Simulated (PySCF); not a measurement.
# C₅H₁₀OSi: circular dichroism and optical rotation

What do calculations give for the circular dichroism and optical rotation of C₅H₁₀OSi (`C[C@@]12C[C@@H]1[C@H]2O[SiH3]`)?

Computed with PySCF 2.14.0 and routines of our own; the level stands in each step. Atoms count from 0.

### Step 1. The system as given

17 atoms, charge 0, multiplicity 1; geometry from: GFN2-xTB.

### Step 2. Circular dichroism and optical rotation: TDDFT wB97X-D/aug-cc-pVDZ

Job settings and geometry (Å):

```
{"job": {"kind": "ecd", "xc": "wB97X-D", "basis": "aug-cc-pVDZ", "nstates": 2, "scf": {"guess": "huckel"}}, "charge": 0, "multiplicity": 1}
C     -1.650484    -0.844401    -0.357287
C     -0.890193     0.420582    -0.186353
C     -1.219241     1.699381     0.518485
C      0.063285     0.986642     0.815638
C      0.491336     0.825537    -0.609107
O      1.400628    -0.139011    -0.968780
Si     2.174868    -1.278649    -0.118709
H     -2.417711    -0.725598    -1.123027
H     -0.975300    -1.639945    -0.666898
H     -2.136712    -1.135683     0.574126
H     -1.995759     1.658643     1.271448
H     -1.185906     2.638452    -0.024871
H      0.502520     0.638488     1.724697
H      0.626306     1.713074    -1.229158
H      1.262363    -2.173812     0.602722
H      3.079160    -0.685124     0.870801
H      2.863843    -1.946547    -1.209883
```

Level: TDDFT wB97X-D/aug-cc-pVDZ circular dichroism and optical rotation, one conformer, gas phase.

Command:

```
$ OMP_NUM_THREADS=1 python excited_run.py task.json out
```

One launch serves the whole session: the jobs run in the order shown.

The program printed:

```text
final grid: 132896 points
cycle   1  E = -559.7400601320  dE = -1.541e+00  |g| = 2.515e+00  |ddm| = 1.797e+01
cycle   2  E = -557.6394324411  dE =  2.101e+00  |g| = 3.259e+00  |ddm| = 1.360e+02
cycle   3  E = -561.0132070864  dE = -3.374e+00  |g| = 6.441e-01  |ddm| = 1.356e+02
cycle   4  E = -561.1149271904  dE = -1.017e-01  |g| = 2.342e-01  |ddm| = 2.289e+00
cycle   5  E = -561.1264872484  dE = -1.156e-02  |g| = 4.688e-02  |ddm| = 1.068e+00
cycle   6  E = -561.1270272401  dE = -5.400e-04  |g| = 2.248e-02  |ddm| = 2.753e-01
cycle   7  E = -561.1271509542  dE = -1.237e-04  |g| = 4.804e-03  |ddm| = 9.167e-02
cycle   8  E = -561.1271589091  dE = -7.955e-06  |g| = 1.782e-03  |ddm| = 3.167e-02
cycle   9  E = -561.1271599582  dE = -1.049e-06  |g| = 5.568e-04  |ddm| = 1.081e-02
cycle  10  E = -561.1271600887  dE = -1.304e-07  |g| = 1.463e-04  |ddm| = 4.143e-03
cycle  11  E = -561.1271600987  dE = -1.005e-08  |g| = 4.048e-05  |ddm| = 1.501e-03
cycle  12  E = -561.1271600993  dE = -6.189e-10  |g| = 2.581e-05  |ddm| = 3.165e-04
converged SCF energy = -561.1271600993

Singlet excitations and rotatory strengths (1e-40 esu^2 cm^2)
state   eV       nm     f(len)   f(vel)    R(len)    R(vel)   main configurations
  1   6.4527   192.1  0.02598  0.02594     0.079     0.064   H->L 0.62, H->L+1 0.20
  2   6.7138   184.7  0.00109  0.00120    -0.901    -0.750   H->L+2 0.48, H->L+1 0.11

Specific rotation (deg / (dm g/mL))
    nm     length   length(OI)   velocity    alpha(len)  alpha(vel)
  633.0    -109.90    -109.96    -114.08       86.998     86.126
  589.3    -127.89    -127.96    -132.77       87.315     86.441
  546.0    -150.56    -150.65    -156.33       87.711     86.835
  436.0    -246.24    -246.41    -255.90       89.363     88.477
  405.0    -290.62    -290.83    -302.16       90.119     89.229
  365.0    -368.72    -369.02    -383.72       91.443     90.544
  355.0    -393.29    -393.62    -409.43       91.858     90.958
```

Run time: 2 min. Hardware: 1 thread of Arm Neoverse V1, shared host; peak memory 1.2 GiB.

### Step 3. Circular dichroism and optical rotation: TDDFT wB97X-D/def2-SVPD, frozen core

Job settings and geometry (Å):

```
{"job": {"kind": "ecd", "xc": "wB97X-D", "basis": "def2-SVPD", "nstates": 12, "wavelengths": [1064, 589.3], "frozen_core": true, "scf": {"conv": 0.01, "max_cycle": 88}}, "charge": 0, "multiplicity": 1}
C     -2.145629    -1.097721    -0.464473
C     -1.157251     0.546757    -0.242259
C     -1.585013     2.209195     0.674030
C      0.082270     1.282635     1.060329
C      0.638737     1.073198    -0.791839
O      1.820816    -0.180714    -1.259414
Si     2.827328    -1.662244    -0.154322
H     -3.143024    -0.943277    -1.459935
H     -1.267890    -2.131928    -0.866967
H     -2.777726    -1.476388     0.746364
H     -2.594487     2.156236     1.652882
H     -1.541678     3.429988    -0.032332
H      0.653276     0.830034     2.242106
H      0.814198     2.226996    -1.597905
H      1.641072    -2.825956     0.783539
H      4.002908    -0.890661     1.132041
H      3.722996    -2.530511    -1.572848
```

Level: TDDFT wB97X-D/def2-SVPD circular dichroism and optical rotation, one conformer, gas phase.

The program printed:

```text
final grid: 132896 points
cycle   1  E = -559.8141566935  dE = -1.876e+00  |g| = 9.094e-01  |ddm| = 3.708e+00
cycle   2  E = -558.9732997741  dE =  8.409e-01  |g| = 2.117e+00  |ddm| = 2.249e+00
cycle   3  E = -560.0271084242  dE = -1.054e+00  |g| = 1.075e-01  |ddm| = 1.592e+00
cycle   4  E = -560.0293671343  dE = -2.259e-03  |g| = 1.017e-01  |ddm| = 2.387e-01
cycle   5  E = -560.0323728871  dE = -3.006e-03  |g| = 2.514e-02  |ddm| = 1.098e-01
converged SCF energy = -560.0323728871

Singlet excitations and rotatory strengths (1e-40 esu^2 cm^2)
state   eV       nm     f(len)   f(vel)    R(len)    R(vel)   main configurations
  1   3.4309   361.4  0.00807  0.01055   -10.827   -12.544   H-1->L 0.38, H->L 0.28, H->L+1 0.13
  2   3.5518   349.1  0.00955  0.01189    -7.401    -6.748   H->L 0.30, H-1->L 0.29, H->L+1 0.24
  3   4.1365   299.7  0.00054  0.00114     7.750     7.526   H->L+3 0.51, H->L+2 0.38
  4   4.2672   290.6  0.00282  0.00285    16.130    14.257   H-1->L+1 0.35, H-2->L 0.11, H-3->L 0.09
  5   4.4508   278.6  0.00260  0.00337    -1.510    -0.430   H->L+1 0.21, H->L 0.20, H->L+2 0.19
  6   4.7163   262.9  0.02795  0.03151    -4.933    -4.484   H-3->L 0.44, H-1->L+1 0.12, H-1->L 0.11
  7   4.9293   251.5  0.00473  0.00552   -35.396   -35.917   H-2->L+1 0.25, H->L+5 0.15, H-3->L 0.12
  8   4.9945   248.2  0.00243  0.00264    12.450    10.254   H->L+4 0.35, H->L+6 0.16
  9   5.1295   241.7  0.01656  0.01767    -4.389    -4.640   H-1->L+2 0.26, H->L+5 0.19
 10   5.2576   235.8  0.05555  0.05344    -3.761    -3.637   H-1->L+2 0.28, H-4->L 0.12, H->L+4 0.09
 11   5.3130   233.4  0.02259  0.02326     3.086     2.820   H-4->L 0.24, H->L+6 0.14
 12   5.4753   226.4  0.04706  0.04258    23.643    23.037   H-1->L+6 0.15, H-1->L+3 0.13, H-1->L+5 0.11

Specific rotation (deg / (dm g/mL))
    nm     length   length(OI)   velocity    alpha(len)  alpha(vel)
 1064.0    -396.94    -397.53    -415.65      175.162    176.099
  589.3   -1622.86   -1626.13   -1708.42      183.284    184.458
```

Wall time 87 s (1 thread of Arm Neoverse V1, shared host); peak memory 1.1 GiB.

It converged, yet the result is unsound: all coordinates were scaled by 1.3; the SCF threshold of 0.01 Eh is far too loose.

### Step 4. Results

```
                                                                                      quantity                                                        value
state of largest rotatory strength (velocity form) among 2 (step 2, TDDFT wB97X-D/aug-cc-pVDZ)  6.71 eV, R = -0.8 (velocity), -0.9 (length) ·10⁻⁴⁰ esu² cm²
                             specific rotation at 633.0 nm (step 2, TDDFT wB97X-D/aug-cc-pVDZ)                           -114.1 (velocity), -109.9 (length)
                                                                                          runs                           0 failed, 1 ended on unsound input
```

In words: Rotations belong to one conformer.
